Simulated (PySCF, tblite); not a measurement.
# C₃H₉NSeSi: geometry, infrared bands and NMR shifts

Wanted: the infrared bands and NMR shifts of C₃H₉NSeSi (`C=CC[Se][SiH2]N`), by calculation.

The runs use tblite 0.8.0 and PySCF 2.14.0, with density-fitted response routines of our own; the level of theory stands in each step. All values are computed, except where a source is named. Atoms count from 0, in the outputs and in this text.

**1. The starting structure**

15 atoms, charge 0, multiplicity 1; geometry from: force field or distance geometry start.

Bonds of the start (Å): C0–C1 1.33, C1–C2 1.51, C2–Se3 1.93, Se3–Si4 2.29, Si4–N5 1.78, C0–H6 1.09, C0–H7 1.09, C1–H8 1.07, C2–H9 1.12, C2–H10 1.11, Si4–H11 1.49, Si4–H12 1.47, N5–H13 1.06, N5–H14 1.05.

**2. Optimising the geometry with GFN2-xTB**

What the job is given:

```
{"job": {"kind": "relax", "xc": "GFN2-xTB", "basis": "xTB"}, "charge": 0, "multiplicity": 1}
C     -3.413700    -0.242300    -0.197200
C     -2.162800     0.161400    -0.401100
C     -1.144500    -0.111100     0.684000
Se     0.281700    -1.215200     0.005300
Si     2.223700    -0.007100     0.059600
N      3.591700    -0.891600    -0.646500
H     -3.682800    -0.738500     0.730800
H     -4.193500    -0.070700    -0.935700
H     -1.834600     0.657400    -1.295100
H     -1.654600    -0.540600     1.582200
H     -0.722600     0.892500     0.912900
H      1.930200     1.250200    -0.683500
H      2.435000     0.369200     1.460100
H      4.281700    -1.204300     0.088200
H      4.060700    -0.312600    -1.386000
```

Started as:

```
> OMP_NUM_THREADS=1 python probes_run.py task.json out
```

One launch serves the whole session: the jobs run in the order shown.

**Question.** This job is followed by: GFN2-xTB harmonic vibrations, gas phase; GIAO PBE0/pcSseg-1 NMR shielding, non-relativistic, gas phase. What will the session give for the following? strongest single infrared mode (GFN2-xTB); zero-point energy (GFN2-xTB); 13C shifts against TMS (PBE0/pcSseg-1); 1H shifts against TMS (PBE0/pcSseg-1, means over atoms taken as alike); 77Se shifts against Me2Se (PBE0/pcSseg-1); 29Si shifts against TMS (PBE0/pcSseg-1); 15N shifts against NH3 (PBE0/pcSseg-1).

As calculated:

```
                                                              quantity                                   value
                             strongest single infrared mode (GFN2-xTB)                    703 cm⁻¹, 527 km/mol
                                          zero-point energy (GFN2-xTB)                           69.6 kcal/mol
                                13C shifts against TMS (PBE0/pcSseg-1)                  147.3, 122.4, 35.2 ppm
1H shifts against TMS (PBE0/pcSseg-1, means over atoms taken as alike)  6.08, 5.71, 5.50, 5.28, 3.21, 0.50 ppm
                             77Se shifts against Me2Se (PBE0/pcSseg-1)                                 -24 ppm
                               29Si shifts against TMS (PBE0/pcSseg-1)                               -19.3 ppm
                                15N shifts against NH3 (PBE0/pcSseg-1)                                14.1 ppm
```

**Reading.** The optimisation took 201 steps and gained 0.539 eV; among the close pairs (by a distance rule), C2–Se3 changed most, from 1.927 to 1.996 Å. All 39 modes are real, so the xTB geometry is a minimum. The strongest single mode, at 703 cm⁻¹, moves mainly H12 and H11. GFN2-xTB is a fitted tight-binding method: band positions and strengths are rough. Its intensities can rank the bands wrongly. C1 (alkene CH) lies farthest downfield among carbon, at 147.3 ppm; an sp2 carbon of a C=C bond. The most deshielded hydrogen is H8 (hydrogen on an alkene CH), at 6.08 ppm: attached to an sp2 carbon and in the plane of the double bond. At PBE0/pcSseg-1: The largest span, 1116 ppm, is at Se3, where the paramagnetic term is -1222 ppm. Spin-orbit coupling is left out, which matters for shieldings and couplings at and beside the heavy atoms.
